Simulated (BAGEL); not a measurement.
**SiHCl3O (SMILES O[Si](Cl)(Cl)Cl) at HF/STO-3G (density fitting with qzvpp-jkfit)**

What is the electronic atomisation energy of SiHCl3O at HF/STO-3G (density fitting with qzvpp-jkfit)? 

The results are computed with BAGEL 1.2.2.

12 further runs of the same task are left out: 12 set aside as unsound or not needed.

## Step 1: The structure to begin with

SiHCl3O: 6 atoms, total charge 0, spin state singlet. SMILES: `O[Si](Cl)(Cl)Cl`. The shape is that of a PBE0-D4/def2-TZVP optimisation.

Bond lengths: O1–Si2 1.617 Å, Si2–Cl3 2.031 Å, Si2–Cl4 2.031 Å, Si2–Cl5 2.017 Å, O1–H6 0.960 Å. Angles: O1–Si2–Cl3 111.3°, O1–Si2–Cl4 111.3°, O1–Si2–Cl5 106.6°, Cl3–Si2–Cl4 107.8°, Cl3–Si2–Cl5 109.9°, Cl4–Si2–Cl5 109.9°, Si2–O1–H6 118.4°.

## Step 2: A single-point energy at HF/STO-3G (density fitting with qzvpp-jkfit)

Input file calc.json:

```json
{ "bagel": [

{
  "title": "molecule",
  "basis": "sto-3g",
  "df_basis": "qzvpp-jkfit",
  "angstrom": true,
  "geometry": [
    { "atom": "O", "xyz": [   -0.778500,    0.456100,    0.986200 ] },
    { "atom": "Si", "xyz": [    0.185900,    0.049000,   -0.245600 ] },
    { "atom": "Cl", "xyz": [    1.819700,   -0.969100,    0.401800 ] },
    { "atom": "Cl", "xyz": [   -0.787000,   -1.126700,   -1.586000 ] },
    { "atom": "Cl", "xyz": [    0.754300,    1.771600,   -1.126800 ] },
    { "atom": "H", "xyz": [   -1.152300,   -0.245000,    1.524300 ] }
  ]
},
{ "title": "hf" },
{ "title": "print", "file": "orbitals.molden", "orbitals": true }

]}
```

Started as:

```console
$ BAGEL_NUM_THREADS=1 BAGEL calc.json > calc.out
```

Standard output:

```text
* using 1 threads per process

  ===============================================================
  ===============================================================

  *** Geometry ***

  { "atom" : "O", "xyz" : [     -1.471152,      0.861904,      1.863648 ] },
  { "atom" : "Si", "xyz" : [      0.351300,      0.092597,     -0.464117 ] },
  { "atom" : "Cl", "xyz" : [      3.438735,     -1.831334,      0.759292 ] },
  { "atom" : "Cl", "xyz" : [     -1.487214,     -2.129154,     -2.997106 ] },
  { "atom" : "Cl", "xyz" : [      1.425420,      3.347839,     -2.129343 ] },
  { "atom" : "H", "xyz" : [     -2.177531,     -0.462983,      2.880510 ] },

  Number of auxiliary basis functions:      607

  Since a DF basis is specified, we compute 2- and 3-index integrals:
    o Being stored without compression. Storage requirement is 0.009 GB

  Number of basis functions:       42
  Number of electrons      :       74

    * METHOD: MOLECULE                             0.31

  *** RHF ***

  === Nuclear Repulsion ===
   449.8841242048

      * DIIS with orbital gradients will be used.

  === RHF iteration (sto-3g) ===
      0      -1723.80623619          0.01291773           0.08
      1      -1723.93680946          0.00309740           0.07
      2      -1723.94303539          0.00051791           0.07
      3      -1723.94330105          0.00010460           0.07
      4      -1723.94331657          0.00001582           0.07
      5      -1723.94331696          0.00000323           0.07
      6      -1723.94331697          0.00000075           0.07
      7      -1723.94331698          0.00000019           0.07
      8      -1723.94331698          0.00000004           0.07
      9      -1723.94331698          0.00000001           0.07
     10      -1723.94331698          0.00000000           0.07
    * SCF iteration converged.

    * Permanent dipole moment:
           (    0.593212,     0.253258,    -0.793553) a.u.

    * METHOD: HF                                   0.93

    * METHOD: PRINT                                0.01

  ===============================================================
```

Run time: 1.4 s. Hardware: 1 thread of Arm Neoverse V1, shared host; peak memory 0.093 GiB.

## Step 3: The Cl atom

Input file calc.json:

```json
{ "bagel": [

{
  "title": "molecule",
  "basis": "sto-3g",
  "df_basis": "qzvpp-jkfit",
  "angstrom": true,
  "geometry": [
    { "atom": "Cl", "xyz": [    0.000000,    0.000000,    0.000000 ] }
  ]
},
{ "title": "uhf", "nopen": 1 },
{ "title": "print", "file": "orbitals.molden", "orbitals": true }

]}
```

Run the same way, it converges to -454.54245 Eh (log not shown).

## Step 4: The H atom

Input file hf.json:

```json
{ "bagel": [

{
  "title": "molecule",
  "basis": "sto-3g",
  "df_basis": "qzvpp-jkfit",
  "angstrom": true,
  "geometry": [
    { "atom": "H", "xyz": [    0.000000,    0.000000,    0.000000 ] }
  ]
},
{
  "title": "uhf",
  "nopen": 1
},
{
  "title": "print",
  "file": "orbitals.molden",
  "orbitals": true
}

]}
```

Run the same way, it converges to -0.46658 Eh (log not shown).

## Step 5: The O atom

Edit hf.json of step 4 so:

```diff
@@ -8,3 +8,3 @@
   "geometry": [
-    { "atom": "H", "xyz": [    0.000000,    0.000000,    0.000000 ] }
+    { "atom": "O", "xyz": [    0.000000,    0.000000,    0.000000 ] }
   ]
@@ -13,3 +13,3 @@
   "title": "uhf",
-  "nopen": 1
+  "nopen": 2
 },
```

Run the same way, it converges to -73.80422 Eh (log not shown).

## Step 6: The Si atom at the same level

Input file input.json:

```json
{ "bagel": [

{
  "title": "molecule",
  "basis": "sto-3g",
  "df_basis": "qzvpp-jkfit",
  "angstrom": true,
  "geometry": [
    { "atom": "Si", "xyz": [       0.000000,       0.000000,       0.000000 ] }
  ]
},

{ "title": "uhf", "charge": 0, "nopen": 2 },

{ "title": "print", "file": "orbitals.molden", "orbitals": true }

]}
```

Started as:

```console
$ BAGEL_NUM_THREADS=1 BAGEL input.json > input.out
```

Standard output:

```text
* using 1 threads per process

  ===============================================================
  ===============================================================

  *** Geometry ***

  { "atom" : "Si", "xyz" : [      0.000000,      0.000000,      0.000000 ] },

  Number of auxiliary basis functions:      128

  Since a DF basis is specified, we compute 2- and 3-index integrals:
    o Being stored without compression. Storage requirement is 0.000 GB

  Number of basis functions:        9
  Number of electrons      :       14

    * METHOD: MOLECULE                             0.02

  *** Open-shell HF ***

  === Nuclear Repulsion ===
     0.0000000000

      * DIIS with orbital gradients will be used.

  === UHF iteration (sto-3g) ===
      0       -285.46639827          0.00666438           0.00
      1       -285.46647031          0.00069007           0.00
      2       -285.46647119          0.00008640           0.00
      3       -285.46647121          0.00000286           0.00
      4       -285.46647121          0.00000000           0.00
    * SCF iteration converged.

    * S^2 (UHF) is 2.0000

    * Permanent dipole moment:
           (   -0.000000,     0.000000,     0.000000) a.u.

    * METHOD: UHF                                  0.02

    * METHOD: PRINT                                0.00

  ===============================================================
```

It took 0.16 s on 1 thread of Arm Neoverse V1, shared host.

## Step 7: What came out

At HF/STO-3G (density fitting with qzvpp-jkfit):

| quantity | value |
| --- | --- |
| molecule: total energy | -1723.94332 Eh |
| molecule: dipole moment | 2.60 D |
| molecule: HOMO energy | -11.49 eV |
| molecule: LUMO energy | 6.30 eV |
| molecule: HOMO–LUMO gap | 17.79 eV |
| Cl atom: total energy | -454.54245 Eh |
| Cl atom: dipole moment | 0.00 D |
| Cl atom: ⟨S²⟩ | 0.750 |
| H atom: total energy | -0.46658 Eh |
| H atom: dipole moment | 0.00 D |
| H atom: ⟨S²⟩ | 0.750 |
| O atom: total energy | -73.80422 Eh |
| O atom: dipole moment | 0.00 D |
| O atom: ⟨S²⟩ | 2.000 |
| Si atom: total energy | -285.46647 Eh |
| Si atom: dipole moment | 0.00 D |
| Si atom: ⟨S²⟩ | 2.000 |
| electronic atomisation energy | 15.747 eV |

What this shows: Taking the molecule apart into free atoms costs 15.75 eV (1519 kJ/mol), before zero-point energy and without spin-orbit coupling. Hartree–Fock lacks the correlation of the bonding pairs, which as a rule makes this value much too low; in minimal bases other errors can mask that. In a minimal basis such a difference can be off by several eV, whatever the method.
